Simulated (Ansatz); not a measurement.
**CH₇NOSSi: a ladder of functionals and wavefunction methods**

One table from this session's results is given with a row withheld; the runs are named, their logs left out.

Computed with Ansatz 0.2.0, Gaussian basis. Level: functionals in def2-TZVPP, the program's frozen cores in correlated methods.

Plan: LDA (SPW92), PBE-D4, revPBE-D4, BLYP-D4, r2SCAN-D4, B97M-V, PBE0-D4, B3LYP-D4, r2SCANh-D4, r2SCAN0-D4, HSE06-D4, BHLYP-D4, CAM-B3LYP-D4, LC-ωPBE, ωB97X-V, ωB97M-V, B2PLYP, PBE-QIDH; CCSD(T)/def2-SVP; CCSD(T)/def2-TZVPP; MP2/def2-QZVPP; extrapolation to the limit; RPA on PBE.

### The geometry

All runs share one geometry, relaxed beforehand with PBE0-D4 in a triple-zeta def2 set.

SMILES `NCS[SiH2]O`, 12 atoms, charge 0, spin multiplicity 1.

Atoms are counted from 1 here; the program's logs count them from 0.

Bond lengths: N1–C2 1.422 Å, N1–H6 1.011 Å, N1–H7 1.011 Å, C2–S3 1.870 Å, C2–H8 1.089 Å, C2–H9 1.090 Å, S3–Si4 2.117 Å, Si4–O5 1.647 Å, Si4–H10 1.485 Å, Si4–H11 1.482 Å, O5–H12 0.959 Å. Angles: C2–N1–H6 111.9°, C2–N1–H7 112.0°, H6–N1–H7 108.3°, N1–C2–S3 113.4°, N1–C2–H8 109.9°, N1–C2–H9 110.0°, S3–C2–H8 107.5°, S3–C2–H9 107.1°, H8–C2–H9 108.8°, C2–S3–Si4 100.6°, S3–Si4–O5 114.0°, S3–Si4–H10 104.7°, S3–Si4–H11 110.5°, O5–Si4–H10 112.1°, O5–Si4–H11 103.8°, H10–Si4–H11 111.9°, Si4–O5–H12 116.7°.

Set-up of the first run:

Contents of in.yaml:

```yaml
crystal:
  periodic: [false, false, false]
  atoms:
    - {symbol: N, position_ang: [-0.908004, 1.103158, 2.096546]}
    - {symbol: C, position_ang: [-0.668319, 0.291238, 0.953469]}
    - {symbol: S, position_ang: [0.827198, 0.822821, -0.035864]}
    - {symbol: Si, position_ang: [1.079578, -0.860256, -1.294250]}
    - {symbol: O, position_ang: [-0.131403, -1.065361, -2.391503]}
    - {symbol: H, position_ang: [-0.124916, 1.093123, 2.736703]}
    - {symbol: H, position_ang: [-1.100789, 2.063655, 1.845562]}
    - {symbol: H, position_ang: [-1.529316, 0.324807, 0.287718]}
    - {symbol: H, position_ang: [-0.500529, -0.742178, 1.257966]}
    - {symbol: H, position_ang: [2.396752, -0.648420, -1.947033]}
    - {symbol: H, position_ang: [1.050134, -2.110367, -0.499058]}
    - {symbol: H, position_ang: [-0.313386, -0.327422, -2.976256]}
basis:
  gaussian: {orbitals: def2-TZVPP}
hamiltonian: {xc: lda}
output: {orbitals: {seedname: orbitals}}
```

Command:

```console
$ ansatz run in.yaml --threads 4 --pin off --events-out ev --progress --plain --max-ram 10444MiB
```

Steps of the session up to this table: LDA; PBE-D4 (GGA); revPBE-D4 (GGA); BLYP-D4 (GGA); r2SCAN-D4 (meta-GGA); B97M-V (meta-GGA); PBE0-D4 (hybrid); B3LYP-D4 (hybrid); r2SCANh-D4 (hybrid); r2SCAN0-D4 (hybrid); HSE06-D4 (hybrid); BHLYP-D4 (hybrid); CAM-B3LYP-D4 (range-separated); LC-ωPBE (range-separated); ωB97X-V (range-separated); ωB97M-V (range-separated); B2PLYP (double hybrid); PBE-QIDH (double hybrid).

One table of the session follows, with a row left open; its other results are not shown here.

It belongs to the step «Orbital energies across the functionals». 

```
  functional  HOMO (eV)  gap (eV)
 LDA (SPW92)      -5.94      5.10
      PBE-D4      -5.81      5.18
   revPBE-D4      -5.75      5.23
     BLYP-D4      -5.66      5.12
   r2SCAN-D4      -6.08      5.79
      B97M-V      -6.21      5.78
     PBE0-D4      -7.06      7.34
    B3LYP-D4      -6.82      6.83
  r2SCANh-D4      -6.54      6.58
  r2SCAN0-D4      -7.23      7.75
    HSE06-D4      -6.65      6.56
    BHLYP-D4      -8.16      9.26
CAM-B3LYP-D4      -8.39      9.60
     LC-ωPBE      -9.79     12.23
     ωB97X-V      -9.43     11.70
     ωB97M-V          ?         ?
```

Estimate the missing values for ωB97M-V.

**Answer.** HOMO (eV): -9.27; gap (eV): 11.20. In the column «HOMO (eV)» it lies between ωB97X-V (-9.43) and CAM-B3LYP-D4 (-8.39).
